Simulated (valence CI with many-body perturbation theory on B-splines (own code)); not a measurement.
# Re: the cost of one run

Program: an in-house CI+MBPT code version 3. Level of theory: configuration interaction of the valence electrons, many-body perturbation theory for a frozen closed Dirac-Fock core, no-pair Dirac Hamiltonian, B-spline basis. These are calculated values, not measurements, unless marked.

### 1 The system

| Property | Result |
| --- | --- |
| element | rhenium (Z = 75, A = 187) |
| charge | +53 |
| frozen core | [Ar] |
| start configuration of the valence electrons | 3d4 |
| nuclear rms radius | 5.3698 fm |

### 2 The run

Settings of the run:

```ini
atom Re  Z=75  mass_number=187  rms_radius_fm=5.3698
core [Ar]
valence 3d4
avg = 1
basis = L
breit = 1
cap = 40000
capref = 1200
cscale = 1
de = 0.0
dress = 0
eps = 2e-08
h = 0.27
hh = 1
l2 = 3
lcore = 6
maxit = 60
n2 = 5
natural = 1
nlev = 60
nno = [6, 6, 7, 6, 4, 3, 1]
nroot = 26
nsp = [3, 3, 3, 2, 1, 0, 0]
pt2 = 1
qed = 1
rpa = 1
s1 = 1
s2 = 1
s3 = 1
screen = 1
tol = 2e-05
```

The run is started by

```bash
python run_cv.py task.json out
```

task.json holds these settings.

Q: Estimate wall time and peak memory on 1 thread of Arm Neoverse V1, shared host.

About 100 s, with a peak of 1.1 GiB.
